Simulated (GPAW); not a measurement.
# NbTe (P-6m2) in GPAW: reference runs

How does NbTe come out in PBE? The cell is run as given and disturbed.

Program: GPAW 26.7.0. These are calculated values, not measurements. Logs are shortened: lines on timing, memory, paths and dates and some standing lists are left out, and cuts for length are marked. The log counts tension as positive stress, the text compression.

## (1) Starting point

Symmetry: P-6m2, No. 187, hexagonal system. The conventional cell has a = 3.703 Å, b = 3.703 Å, c = 3.694 Å, α = 90.00°, β = 90.00°, γ = 120.00°. Around Te (site symmetry -6m2) lie 6 Nb at 2.83 Å. Nb (site symmetry -6m2) is surrounded by 6 Te at 2.83 Å.

The cell comes from a database or a generator and needn't be the stable form of this composition.

## (2) Single point, PBE

The input, run.py:

```python
from ase import Atoms
from ase.dft.bandgap import bandgap
from ase.io import write
from ase.units import Bohr, GPa
from gpaw import GPAW, PW
from gpaw.elf import elf_from_dft_calculation

atoms = Atoms(['Te', 'Nb'],
              cell=[[3.7029743866, 0.0, 0.0],
                    [-1.8514871933, 3.2068698884, 0.0],
                    [0.0, 0.0, 3.694211]],
              scaled_positions=[[0.6666666667, 0.3333333333, 0.0],
                                [0.0, 0.0, 0.5]],
              pbc=True)

calc = GPAW(mode=PW(600),
            xc='PBE',
            kpts={'size': (8, 8, 7), 'gamma': True},
            occupations={'name': 'fermi-dirac', 'width': 0.05},
            nbands=20,
            convergence={'density': 1e-05, 'energy': 1e-05},
            maxiter=150,
            txt='gpaw.txt')
atoms.calc = calc
energy = atoms.get_potential_energy()
forces = atoms.get_forces()
stress = atoms.get_stress()
calc.write('gs.gpw')
write('result.traj', atoms)
print(f'Energy: {energy:.6f} eV')
print('Forces (eV/A):')
print(forces.round(4))
print('Stress (GPa):', (stress / GPa).round(3))
print('Fermi level:', round(calc.get_fermi_level(), 4), 'eV')
print(f'Gap: {bandgap(calc)[0]:.4f} eV, direct: {bandgap(calc, direct=True)[0]:.4f} eV')

# fields on the real-space grid
write('density.cube', atoms, data=calc.get_pseudo_density() * Bohr**3)
write('potential.cube', atoms, data=calc.get_electrostatic_potential())
write('elf.cube', atoms, data=elf_from_dft_calculation(calc).data)
```

Potentials or basis: GPAW PAW data sets (gpaw-data 1.2.1), pw.

The run is started by

```bash
OMP_NUM_THREADS=1 python run.py
```

gpaw.txt:

```text
__  _  _
 | _ |_)|_||  |
 |__||  | ||/\| - 26.7.0

Input parameters:
  mode=PW(ecut=600.0),
  convergence={'density': 1e-05, 'energy': 1e-05},
  kpts=MonkhorstPack(size=(8, 8, 7), gamma=True),
  maxiter=150,
  nbands=20,
  occupations=Occupations(name='fermi-dirac', width=0.05),
  xc=XC(name='PBE')

Diagonalizing LCAO Hamiltonian
Converting LCAO to pw mode

       Nb

            Te

Atoms  # Å, Bohr magnetons
|   | symbol |        x |        y |        z |    initial magnetic moments |
|---|--------|----------|----------|----------|-----------------------------|
| 0 |     Te | 1.851487 | 1.068957 | 0.000000 | ( 0.0000,  0.0000,  0.0000) |
| 1 |     Nb | 0.000000 | 0.000000 | 1.847106 | ( 0.0000,  0.0000,  0.0000) |

Unit cell  # Å
| periodic |         x |        y |        z |  lengths |     angles |
|----------|-----------|----------|----------|----------|------------|
|      yes |  3.702974 | 0.000000 | 0.000000 | 3.702974 |  90.000000 |
|      yes | -1.851487 | 3.206870 | 0.000000 | 3.702974 |  90.000000 |
|      yes |  0.000000 | 0.000000 | 3.694211 | 3.694211 | 120.000000 |

Number of symmetries: 12
Symmetry operations  # r_c * U_cc + t_c -> r_c
|    | kind |            matrix            |
|----|------|------------------------------|
|  0 |  σ   |  1, 1, 0,  0,-1, 0,  0, 0, 1 |
|  1 |  C2  |  1, 1, 0,  0,-1, 0,  0, 0,-1 |
|  2 |  E   |  1, 0, 0,  0, 1, 0,  0, 0, 1 |
|  3 |  σ   |  1, 0, 0,  0, 1, 0,  0, 0,-1 |
|  4 |  C3  |  0, 1, 0, -1,-1, 0,  0, 0, 1 |
|  5 |  S3  |  0, 1, 0, -1,-1, 0,  0, 0,-1 |
|  6 |  σ   |  0,-1, 0, -1, 0, 0,  0, 0, 1 |
|  7 |  C2  |  0,-1, 0, -1, 0, 0,  0, 0,-1 |
|  8 |  σ   | -1, 0, 0,  1, 1, 0,  0, 0, 1 |
|  9 |  C2  | -1, 0, 0,  1, 1, 0,  0, 0,-1 |
| 10 |  C3  | -1,-1, 0,  1, 0, 0,  0, 0, 1 |
| 11 |  S3  | -1,-1, 0,  1, 0, 0,  0, 0,-1 |

BZ-sampling:
  Number of BZ points: 448
  Number of IBZ points: 40

  Monkhorst-Pack size: [8, 8, 7]
  Monkhorst-Pack shift: [0.0625, 0.0625, 0.0]

K-points  # in reciprocal-cell coordinates
|     |                                coordinates |     weight |
|-----|--------------------------------------------|------------|
|   0 | (  0.00000000,   0.00000000,   0.00000000) | 0.00223214 |
|   1 | (  0.00000000,   0.00000000,   0.14285714) | 0.00446429 |
|   2 | (  0.00000000,   0.00000000,   0.28571429) | 0.00446429 |
|   3 | (  0.00000000,   0.00000000,   0.42857143) | 0.00446429 |
|   4 | (  0.12500000,   0.00000000,   0.00000000) | 0.01339286 |
|   5 | (  0.12500000,   0.00000000,   0.14285714) | 0.02678571 |
|   6 | (  0.12500000,   0.00000000,   0.28571429) | 0.02678571 |
|   7 | (  0.12500000,   0.00000000,   0.42857143) | 0.02678571 |
|   8 | (  0.25000000,  -0.12500000,   0.00000000) | 0.01339286 |
|   9 | (  0.25000000,  -0.12500000,   0.14285714) | 0.02678571 |
| ... |                                            |            |
|  39 | (  0.50000000,   0.50000000,   0.42857143) | 0.01339286 |

Plane wave coefficients: 1509
Cutoff: 600.0 eV

Spin-components: 1 (collinear spins)
Bands:           20
Projectors:      11
Spin-degeneracy: 2
Datatype:        complex128

Parallelization:
  kpt:    1
  domain: 1
  band:   1

Density:
  Valence electrons: 19.0
  Components: 1
  Grid points: [21 21 21]
  Charge: 0.0  # |e|

Potential:
  Grid points: [21 21 21]

species:
  Te:
    name:    Tellurium
    Z:       52.0
    valence: 6
    core:    46
    charge:  0.0  # [|e|]
    compensation charges:
      type: gauss
      rc: 0.36  # [Å]
      lmax: 2
    cutoffs:
      filter: 2.09  # [Å]
      core: 3.17  # [Å]
    projectors
    | kind |    occ | energy [eV] | rcut [Å] |
    |------|--------|-------------|----------|
    |   5s |  2.000 |     -15.089 |    1.180 |
    |   5p |  4.000 |      -5.955 |    1.196 |
    |    s |        |      12.123 |    1.180 |
    |    p |        |      21.256 |    1.196 |
    |    d |        |       0.000 |    1.238 |

    Using partial waves for Te as LCAO basis

  Nb:
    name:    Niobium
    Z:       41.0
    valence: 13
    core:    28
    charge:  0.0  # [|e|]
    compensation charges:
      type: gauss
      rc: 0.40  # [Å]
      lmax: 2
    cutoffs:
      filter: 2.35  # [Å]
      core: 1.51  # [Å]
    projectors
    | kind |    occ | energy [eV] | rcut [Å] |
    |------|--------|-------------|----------|
    |   4s |  2.000 |     -58.361 |    1.323 |
    |   5s |  1.000 |      -3.980 |    1.323 |
    |   4p |  6.000 |     -34.526 |    1.323 |
    |   5p |  0.000 |      -1.111 |    1.323 |
    |   4d |  4.000 |      -3.041 |    1.244 |
    |    d |        |      24.171 |    1.244 |

    Using partial waves for Nb as LCAO basis

Reference energy: -288696.831223  # eV

eigensolver:
  PPCG
  Converge bands: occupied
  niter=2

density mixing:
  MSR1-Mixer
  Pratt-step length: 0.05
  Maximum mixing coefficient: 0.75
  Old densities: 10
  SVD Regularization: 0.005
  Good broyden scale: 1.0
  Trust region scale: 1.0
  Backstep threshold: 4.0
  History deletion threshold: 6.0
  Fourier metric: weight=20.0, sigma=0.015

occupation numbers:
  Fermi-Dirac:
    width: 0.0500  # eV

poisson solver:
  ecut: 4800.0  # eV

xc functional:
  name: PBE with 2 nearest neighbor stencil

convergence criteria:
[... 6 lines left out ...]
|iter     | |      energy | eigst |  dens |
|---------|-|-------------|-------|-------|
|iter:   1| |  -14.334607 | +0.13 |       |
|iter:   2| |  -14.218921 | -2.20 | -1.10 |
|iter:   3| |  -13.873201 | -1.55 | -1.14 |
|iter:   4| |  -13.871135 | -3.23 | -1.68 |
|iter:   5| |  -13.870848 | -3.43 | -2.01 |
|iter:   6| |  -13.870841 | -4.65 | -2.61 |
|iter:   7| |  -13.870849c| -6.17 | -3.46 |
|iter:   8| |  -13.870849c| -7.71c| -4.09 |
|iter:   9| |  -13.870849c| -7.84c| -4.81 |
|iter:  10| |  -13.870849c| -8.67c| -5.58c|

Converged in 10 steps
Energy contributions relative to reference atoms: (reference = -288696.831223)

Energy contributions:
  Kinetic:           7.563492
  Coulomb:         -10.197599
  Zero:              0.042317
  External:          0.000000
  Xc:              -11.273305
  Entropy:          -0.011506
  Spinorbit:         0.000000
  ----------------------------
  Free energy:     -13.876602
  Extrapolated:    -13.870849

dipole moment: (-3.951840, -13.308145, -15.673771)  # |e|*Ang

Fermi level: 10.894
Eigenvalues  # (at kpt = [0.000, 0.000, 0.000])
| band index |      eig [eV] | occ [0-2] |
|------------|---------------|-----------|
|          0 |       -44.716 |     2.000 |
|          1 |       -20.948 |     2.000 |
|          2 |       -20.754 |     2.000 |
|          3 |       -20.754 |     2.000 |
|          4 |        -3.348 |     2.000 |
|          5 |         7.734 |     2.000 |
[... 9 lines left out ...]
|         15 |        17.998 |     0.000 |
|         16 |        17.998 |     0.000 |
|        ... |               |           |
|         19 |        23.832 |     0.000 |

No gap
No difference between direct/indirect transitions

Forces  # eV/Ang
|        x |       y |       z |
|----------|---------|---------|
| -0.00000 | 0.00000 | 0.00000 |  # Te   0
|  0.00000 | 0.00000 | 0.00000 |  # Nb   1

Stress tensor  # eV/Ang^3
|        x |        y |        z |
|----------|----------|----------|
| 0.010357 | 0.000000 | 0.000000 |
| 0.000000 | 0.010357 | 0.000000 |
| 0.000000 | 0.000000 | 0.007848 |

# Writing to gs.gpw (mode='')
```

It took 19 s on 1 thread of Arm Neoverse V2, shared host; peak memory 0.16 GiB.

Results:

```
Free energy            : -13.8766 eV
Pressure               : -1.5 GPa
Band gap on the k mesh : none (metal or under the smearing width)
```

Levels at points of the mesh, in eV from the Fermi level:
```csv
k point,band 8,band 9,band 10,band 11,band 12,band 13
"(0.00, 0.00, 0.00)",-3.00,-2.37,0.13,0.13,2.43,2.43
"(0.50, 0.50, 0.00)",-2.64,-2.62,-0.20,1.22,1.48,3.02
```

## (3) Single point, PBE (atoms moved at random, drawn with an rms of 0.05 Å)

run.py, as its differences from that of step 2:

```diff
@@ -3,5 +3,4 @@
 from ase.io import write
-from ase.units import Bohr, GPa
+from ase.units import GPa
 from gpaw import GPAW, PW
-from gpaw.elf import elf_from_dft_calculation
 
@@ -11,4 +10,4 @@
                     [0.0, 0.0, 3.694211]],
-              scaled_positions=[[0.6666666667, 0.3333333333, 0.0],
-                                [0.0, 0.0, 0.5]],
+              scaled_positions=[[0.665362, 0.329518, -0.005636],
+                                [0.000673, -0.002715, 0.506854]],
               pbc=True)
@@ -35,6 +34 @@
 print(f'Gap: {bandgap(calc)[0]:.4f} eV, direct: {bandgap(calc, direct=True)[0]:.4f} eV')
-
-# fields on the real-space grid
-write('density.cube', atoms, data=calc.get_pseudo_density() * Bohr**3)
-write('potential.cube', atoms, data=calc.get_electrostatic_potential())
-write('elf.cube', atoms, data=elf_from_dft_calculation(calc).data)
```

Potentials or basis: GPAW PAW data sets (gpaw-data 1.2.1), pw.

The run is started by

```bash
OMP_NUM_THREADS=1 python run.py
```

gpaw.txt:

```text
__  _  _
 | _ |_)|_||  |
 |__||  | ||/\| - 26.7.0

Input parameters:
  mode=PW(ecut=600.0),
  convergence={'density': 1e-05, 'energy': 1e-05},
  kpts=MonkhorstPack(size=(8, 8, 7), gamma=True),
  maxiter=150,
  nbands=20,
  occupations=Occupations(name='fermi-dirac', width=0.05),
  xc=XC(name='PBE')

Diagonalizing LCAO Hamiltonian
Converting LCAO to pw mode

       Nb

            Te

Atoms  # Å, Bohr magnetons
|   | symbol |        x |         y |         z |    initial magnetic moments |
|---|--------|----------|-----------|-----------|-----------------------------|
| 0 |     Te | 1.853720 |  1.056721 | -0.020821 | ( 0.0000,  0.0000,  0.0000) |
| 1 |     Nb | 0.007519 | -0.008707 |  1.872426 | ( 0.0000,  0.0000,  0.0000) |

Unit cell  # Å
| periodic |         x |        y |        z |  lengths |     angles |
|----------|-----------|----------|----------|----------|------------|
|      yes |  3.702974 | 0.000000 | 0.000000 | 3.702974 |  90.000000 |
|      yes | -1.851487 | 3.206870 | 0.000000 | 3.702974 |  90.000000 |
|      yes |  0.000000 | 0.000000 | 3.694211 | 3.694211 | 120.000000 |

Number of symmetries: 1
Symmetry operations  # r_c * U_cc + t_c -> r_c
|   | kind |            matrix            |
|---|------|------------------------------|
| 0 |  E   |  1, 0, 0,  0, 1, 0,  0, 0, 1 |

BZ-sampling:
  Number of BZ points: 448
  Number of IBZ points: 226

  Monkhorst-Pack size: [8, 8, 7]
  Monkhorst-Pack shift: [0.0625, 0.0625, 0.0]

K-points  # in reciprocal-cell coordinates
|     |                                coordinates |     weight |
|-----|--------------------------------------------|------------|
|   0 | (  0.00000000,   0.00000000,   0.00000000) | 0.00223214 |
|   1 | (  0.00000000,   0.00000000,   0.14285714) | 0.00446429 |
|   2 | (  0.00000000,   0.00000000,   0.28571429) | 0.00446429 |
|   3 | (  0.00000000,   0.00000000,   0.42857143) | 0.00446429 |
|   4 | (  0.00000000,   0.12500000,  -0.42857143) | 0.00446429 |
|   5 | (  0.00000000,   0.12500000,  -0.28571429) | 0.00446429 |
|   6 | (  0.00000000,   0.12500000,  -0.14285714) | 0.00446429 |
|   7 | (  0.00000000,   0.12500000,   0.00000000) | 0.00446429 |
|   8 | (  0.00000000,   0.12500000,   0.14285714) | 0.00446429 |
|   9 | (  0.00000000,   0.12500000,   0.28571429) | 0.00446429 |
| ... |                                            |            |
| 225 | (  0.50000000,   0.50000000,   0.42857143) | 0.00446429 |

Plane wave coefficients: 1509
Cutoff: 600.0 eV

Spin-components: 1 (collinear spins)
Bands:           20
Projectors:      11
Spin-degeneracy: 2
Datatype:        complex128

Parallelization:
  kpt:    1
  domain: 1
  band:   1

Density:
  Valence electrons: 19.0
  Components: 1
  Grid points: [21 21 21]
  Charge: 0.0  # |e|

Potential:
  Grid points: [21 21 21]

species:
  Te:
    name:    Tellurium
    Z:       52.0
    valence: 6
    core:    46
    charge:  0.0  # [|e|]
    compensation charges:
      type: gauss
      rc: 0.36  # [Å]
      lmax: 2
    cutoffs:
      filter: 2.09  # [Å]
      core: 3.17  # [Å]
    projectors
    | kind |    occ | energy [eV] | rcut [Å] |
    |------|--------|-------------|----------|
    |   5s |  2.000 |     -15.089 |    1.180 |
    |   5p |  4.000 |      -5.955 |    1.196 |
    |    s |        |      12.123 |    1.180 |
    |    p |        |      21.256 |    1.196 |
    |    d |        |       0.000 |    1.238 |

    Using partial waves for Te as LCAO basis

  Nb:
    name:    Niobium
    Z:       41.0
    valence: 13
    core:    28
    charge:  0.0  # [|e|]
    compensation charges:
      type: gauss
      rc: 0.40  # [Å]
      lmax: 2
    cutoffs:
      filter: 2.35  # [Å]
      core: 1.51  # [Å]
    projectors
    | kind |    occ | energy [eV] | rcut [Å] |
    |------|--------|-------------|----------|
    |   4s |  2.000 |     -58.361 |    1.323 |
    |   5s |  1.000 |      -3.980 |    1.323 |
    |   4p |  6.000 |     -34.526 |    1.323 |
    |   5p |  0.000 |      -1.111 |    1.323 |
    |   4d |  4.000 |      -3.041 |    1.244 |
    |    d |        |      24.171 |    1.244 |

    Using partial waves for Nb as LCAO basis

Reference energy: -288696.831223  # eV

eigensolver:
  PPCG
  Converge bands: occupied
  niter=2

density mixing:
  MSR1-Mixer
  Pratt-step length: 0.05
  Maximum mixing coefficient: 0.75
  Old densities: 10
  SVD Regularization: 0.005
  Good broyden scale: 1.0
  Trust region scale: 1.0
  Backstep threshold: 4.0
  History deletion threshold: 6.0
  Fourier metric: weight=20.0, sigma=0.015

occupation numbers:
  Fermi-Dirac:
    width: 0.0500  # eV

poisson solver:
  ecut: 4800.0  # eV

xc functional:
  name: PBE with 2 nearest neighbor stencil

convergence criteria:
[... 6 lines left out ...]
|iter     | |      energy | eigst |  dens |
|---------|-|-------------|-------|-------|
|iter:   1| |  -14.324116 | +0.13 |       |
|iter:   2| |  -14.208480 | -2.20 | -1.10 |
|iter:   3| |  -13.862990 | -1.56 | -1.14 |
|iter:   4| |  -13.860916 | -3.23 | -1.68 |
|iter:   5| |  -13.860634 | -3.43 | -2.01 |
|iter:   6| |  -13.860627 | -4.65 | -2.61 |
|iter:   7| |  -13.860635c| -6.18 | -3.45 |
|iter:   8| |  -13.860635c| -7.70c| -4.09 |
|iter:   9| |  -13.860635c| -7.84c| -4.80 |
|iter:  10| |  -13.860635c| -8.65c| -5.55c|

Converged in 10 steps
Energy contributions relative to reference atoms: (reference = -288696.831223)

Energy contributions:
  Kinetic:           7.743104
  Coulomb:         -10.345485
  Zero:              0.041623
  External:          0.000000
  Xc:              -11.294105
  Entropy:          -0.011544
  Spinorbit:         0.000000
  ----------------------------
  Free energy:     -13.866407
  Extrapolated:    -13.860635

dipole moment: (-17.345557, 9.908599, 15.314391)  # |e|*Ang

Fermi level: 10.894
Eigenvalues  # (at kpt = [0.000, 0.000, 0.000])
| band index |      eig [eV] | occ [0-2] |
|------------|---------------|-----------|
|          0 |       -44.714 |     2.000 |
|          1 |       -20.947 |     2.000 |
|          2 |       -20.755 |     2.000 |
|          3 |       -20.752 |     2.000 |
|          4 |        -3.347 |     2.000 |
|          5 |         7.723 |     2.000 |
[... 9 lines left out ...]
|         15 |        17.983 |     0.000 |
|         16 |        18.021 |     0.000 |
|        ... |               |           |
|         19 |        23.855 |     0.000 |

No gap
No difference between direct/indirect transitions

Forces  # eV/Ang
|        x |        y |        z |
|----------|----------|----------|
|  0.04984 |  0.03321 |  0.43373 |  # Te   0
| -0.04984 | -0.03321 | -0.43378 |  # Nb   1

Stress tensor  # eV/Ang^3
|         x |         y |         z |
|-----------|-----------|-----------|
|  0.008897 | -0.000738 | -0.000207 |
| -0.000738 |  0.009882 | -0.000138 |
| -0.000207 | -0.000138 |  0.007099 |

# Writing to gs.gpw (mode='')
```

It took 95 s on 1 thread of Arm Neoverse V2, shared host; peak memory 0.31 GiB.

Results:

```
Free energy            : -13.8664 eV
Pressure               : -1.4 GPa
Largest force          : 0.438 eV/Å
Band gap on the k mesh : none (metal or under the smearing width)
```

Forces on the atoms (eV/Å):
```
Te   0.050  0.033  0.434
Nb  -0.050 -0.033 -0.434
```

Stress tensor (GPa, compression positive):
```
-1.43  0.12  0.03
 0.12 -1.58  0.02
 0.03  0.02 -1.14
```

Levels at points of the mesh, in eV from the Fermi level:
```
           k point  band 5  band 6  band 7  band 8  band 9  band 10  band 11  band 12  band 13  band 14
(0.00, 0.00, 0.00)  -14.24   -3.17   -3.16   -3.05   -2.31     0.12     0.13     2.42     2.46     2.85
(0.00, 0.50, 0.00)  -12.59   -7.19   -3.83   -2.66   -2.62    -0.19     1.22     1.48     2.96     3.87
(0.50, 0.00, 0.00)  -12.58   -7.20   -3.85   -2.64   -2.63    -0.18     1.22     1.47     3.00     3.87
(0.50, 0.50, 0.00)  -12.59   -7.19   -3.83   -2.66   -2.61    -0.19     1.22     1.48     2.96     3.87
```

The run has no spin-orbit coupling, so splittings on Te are missing.
